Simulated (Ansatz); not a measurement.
# PmS2: the cost of one run

Method: DFT PBE, scalar-relativistic, plane waves, PAW, in Ansatz 0.2.0.

## 1. The structure to begin with

Symmetry: Fm-3m, No. 225, cubic system. Conventional cell: a = 6.714 Å, b = 6.714 Å, c = 6.714 Å, α = 90.00°, β = 90.00°, γ = 90.00°. Pm (site symmetry m-3m) is surrounded by 8 S at 2.91 Å. Around S (site symmetry -43m) lie 4 Pm at 2.91 Å.

As a file:

```
CELL_PARAMETERS angstrom
0.00000 3.35720 3.35720
3.35720 0.00000 3.35720
3.35720 3.35720 0.00000
ATOMIC_POSITIONS crystal
Pm 0.00000 0.00000 0.00000
S 0.25000 0.25000 0.25000
S 0.75000 0.75000 0.75000
```

The moments start at Pm 4.00 μB.

## 2. At the starting volume

input.yaml reads:

```yaml
crystal:
  lattice:
    - [0.0, 3.3571994393, 3.3571994393]
    - [3.3571994393, 0.0, 3.3571994393]
    - [3.3571994393, 3.3571994393, 0.0]
  atoms:
    - { symbol: Pm, position: [0.0, 0.0, 0.0], spin: 4.0 }
    - { symbol: S, position: [0.25, 0.25, 0.25] }
    - { symbol: S, position: [0.75, 0.75, 0.75] }
basis:
  ecutwfc: 600
  ecutrho_ratio: 5
kpoints:
  mp_grid: { grid: [10, 10, 10] }
hamiltonian:
  xc: pbe
scf:
  occupations: { method: gaussian, width: 0.05 }
output:
  forces: true
  stress: true
  eigenvalues: true
  populations: true
magnetization:
  spin_polarized: true
```

The run is started by

```bash
ansatz run input.yaml --threads 2 --pin off --max-ram 2662MiB --backend cpu --events-out ev --progress --plain --runs-dir out
```

Q: Estimate wall time and peak memory on 2 threads of Arm Neoverse V1, shared host.

About 89 s, with a peak of 1.1 GiB.
